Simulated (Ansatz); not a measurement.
Crystal: CdClO.

```
Cd Cl O
1.0
     3.81177    0.00000    0.00000
    -1.90589    3.30109    0.00000
     0.00000    0.00000    9.56256
Cd Cl O
2 2 2
Cartesian
  1.9059 1.1004 0.1823
  0.0000 2.2007 4.9636
  1.9059 1.1004 3.2390
  0.0000 2.2007 8.0203
  0.0000 0.0000 0.7576
  0.0000 0.0000 5.5388
```

The cell comes from a database or a generator and needn't be the stable form of this composition.

| Item | Value |
| --- | --- |
| Program | Ansatz 0.2.0 |
| Task | single point |
| Functional | PBE |
| Potentials or basis | Ansatz PAW |
| Cutoff | 420 eV (not typed: the program's choice for these potentials) |
| k mesh | 8 × 8 × 3 |
| Occupations | fermi-dirac, width 0.05 eV |
| Spin | no spin polarisation |

On this cell: pressure -2.5 GPa; largest force 0.143 eV/Å; band gap on the k mesh none (metal or under the smearing width).

The same run follows on a disturbed copy (atoms moved at random, drawn with an rms of 0.05 Å):

```
CELL_PARAMETERS angstrom
3.81177 0.00000 0.00000
-1.90589 3.30109 0.00000
0.00000 0.00000 9.56256
ATOMIC_POSITIONS crystal
Cd 0.69036 0.35361 0.02375
Cd 0.33352 0.65981 0.52132
Cl 0.65930 0.32808 0.34074
Cl 0.32380 0.66592 0.84373
O 0.98813 0.98128 0.07938
O 0.00258 0.01604 0.57620
```

**Question.** What does the disturbed cell give?

**Answer.** The energy (extrapolated to zero smearing) moves by +9.8 meV/atom; pressure -1.7 GPa; largest force 0.732 eV/Å; band gap on the k mesh none (metal or under the smearing width).

Forces in eV/Å, atoms in the order of the input:
```
Cd  -0.140 -0.716  0.064
Cd  -0.102  0.364  0.106
Cl   0.010 -0.034 -0.147
Cl   0.042  0.062 -0.182
O    0.107  0.657  0.097
O    0.083 -0.333  0.061
```

Stress tensor (GPa, compression positive):
```
-3.39 -0.11  0.04
-0.11 -1.42  0.16
 0.04  0.16 -0.22
```
